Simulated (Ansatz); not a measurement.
# C₃H₁₁HfNO₃: one species, many methods

An exercise on one series of results from a longer session: the logs are not shown, and one member is left open.

Method: functionals in def2-TZVPP, the program's frozen cores in correlated methods; program: Ansatz 0.2.0, Gaussian basis.

Plan: LDA (SPW92), PBE-D4, revPBE-D4, BLYP-D4, r2SCAN-D4, B97M-V, PBE0-D4, B3LYP-D4, r2SCANh-D4, r2SCAN0-D4, HSE06-D4, BHLYP-D4, CAM-B3LYP-D4, LC-ωPBE, ωB97X-V, ωB97M-V, B2PLYP, PBE-QIDH; CCSD(T)/def2-SVP; CCSD(T)/def2-TZVPP; MP2/def2-QZVPP; extrapolation to the limit; RPA on PBE.

## Structure used throughout

All runs share one geometry, relaxed beforehand with PBE0-D4 in a triple-zeta def2 set. Hf takes the def2 core potential; no spin-orbit term is included.

SMILES `CC[N](C)[Hf]([OH])([OH])[OH]`, 19 atoms, charge 0, spin multiplicity 1.

Atoms are counted from 1 here; the program's logs count them from 0.

Bond lengths: C1–C2 1.522 Å, C1–H9 1.092 Å, C1–H10 1.093 Å, C1–H11 1.092 Å, C2–N3 1.449 Å, C2–H12 1.102 Å, C2–H13 1.098 Å, N3–C4 1.442 Å, N3–Hf5 2.035 Å, C4–H14 1.101 Å, C4–H15 1.098 Å, C4–H16 1.093 Å, Hf5–O6 1.944 Å, Hf5–O7 1.938 Å, Hf5–O8 1.947 Å, O6–H17 0.951 Å, O7–H18 0.951 Å, O8–H19 0.952 Å. Angles: C2–C1–H9 110.3°, C2–C1–H10 110.6°, C2–C1–H11 111.6°, H9–C1–H10 108.4°, H9–C1–H11 108.2°, H10–C1–H11 107.6°, C1–C2–N3 114.4°, C1–C2–H12 109.5°, C1–C2–H13 108.3°, N3–C2–H12 109.7°, N3–C2–H13 108.8°, H12–C2–H13 105.7°, C2–N3–C4 114.2°, C2–N3–Hf5 119.1°, C4–N3–Hf5 126.7°, N3–C4–H14 111.5°, N3–C4–H15 112.8°, N3–C4–H16 110.3° and more.

Set-up of the first run:

File in.yaml:

```yaml
crystal:
  periodic: [false, false, false]
  atoms:
    - {symbol: C, position_ang: [2.278262, 0.139947, -0.800449]}
    - {symbol: C, position_ang: [1.353521, -0.358560, 0.300698]}
    - {symbol: N, position_ang: [-0.032609, -0.499503, -0.098712]}
    - {symbol: C, position_ang: [-0.278374, -1.597553, -1.001277]}
    - {symbol: Hf, position_ang: [-1.416623, 0.790782, 0.651516]}
    - {symbol: O, position_ang: [-0.579510, 2.545271, 0.686343]}
    - {symbol: O, position_ang: [-2.974424, 0.646370, -0.492664]}
    - {symbol: O, position_ang: [-1.882422, 0.289620, 2.474508]}
    - {symbol: H, position_ang: [1.946398, 1.116847, -1.159520]}
    - {symbol: H, position_ang: [3.301756, 0.238195, -0.429109]}
    - {symbol: H, position_ang: [2.299705, -0.547000, -1.649090]}
    - {symbol: H, position_ang: [1.727347, -1.319718, 0.688930]}
    - {symbol: H, position_ang: [1.410420, 0.344759, 1.142284]}
    - {symbol: H, position_ang: [0.042378, -2.556188, -0.565810]}
    - {symbol: H, position_ang: [0.243068, -1.483941, -1.961151]}
    - {symbol: H, position_ang: [-1.345222, -1.674265, -1.224717]}
    - {symbol: H, position_ang: [-0.450871, 3.414401, 1.050860]}
    - {symbol: H, position_ang: [-3.852501, 0.849055, -0.796690]}
    - {symbol: H, position_ang: [-1.790279, -0.338519, 3.184069]}
basis:
  gaussian: {orbitals: def2-TZVPP}
hamiltonian: {xc: lda}
output: {orbitals: {seedname: orbitals}}
```

Launch:

```
ansatz run in.yaml --threads 4 --pin off --events-out ev --progress --plain --max-ram 41984MiB --backend cuda --devices 0, --max-vram 37GiB
```

Steps of the session up to this table: LDA; PBE-D4 (GGA); revPBE-D4 (GGA); BLYP-D4 (GGA); r2SCAN-D4 (meta-GGA); B97M-V (meta-GGA); B3LYP-D4 (hybrid); r2SCANh-D4 (hybrid); r2SCAN0-D4 (hybrid); HSE06-D4 (hybrid); BHLYP-D4 (hybrid); CAM-B3LYP-D4 (range-separated); LC-ωPBE (range-separated); ωB97X-V (range-separated); ωB97M-V (range-separated); B2PLYP (double hybrid); PBE-QIDH (double hybrid).

One of the session's tables, all rows but one given; the rest of the session is left out.

It belongs to the step «Orbital energies across the functionals». 

| functional | HOMO (eV) | gap (eV) |
| --- | --- | --- |
| LDA (SPW92) | -4.92 | 4.12 |
| PBE-D4 | -4.77 | 4.15 |
| revPBE-D4 | -4.71 | 4.17 |
| BLYP-D4 | -4.66 | 4.03 |
| r2SCAN-D4 | -4.99 | 4.91 |
| B97M-V | -5.11 | 4.53 |
| PBE0-D4 | -6.03 | 6.12 |
| B3LYP-D4 | -5.83 | 5.61 |
| r2SCANh-D4 | ? | ? |
| r2SCAN0-D4 | -6.19 | 6.61 |
| HSE06-D4 | -5.63 | 5.38 |
| BHLYP-D4 | -7.23 | 7.83 |
| CAM-B3LYP-D4 | -7.38 | 8.12 |
| LC-ωPBE | -8.68 | 10.57 |
| ωB97X-V | -8.37 | 10.06 |
| ωB97M-V | -8.30 | 9.50 |

**Question.** Estimate the row for r2SCANh-D4.

Worked estimate for «HOMO (eV)». Against the share of exact exchange, r2SCAN-D4 (0, -4.99), r2SCAN0-D4 (0.25, -6.19) give a slope of -4.80 per unit share; at 0.1 the line stands at -5.47.

The run gave: HOMO (eV): -5.47; gap (eV): 5.60. In «HOMO (eV)» the line misses by 0.00.
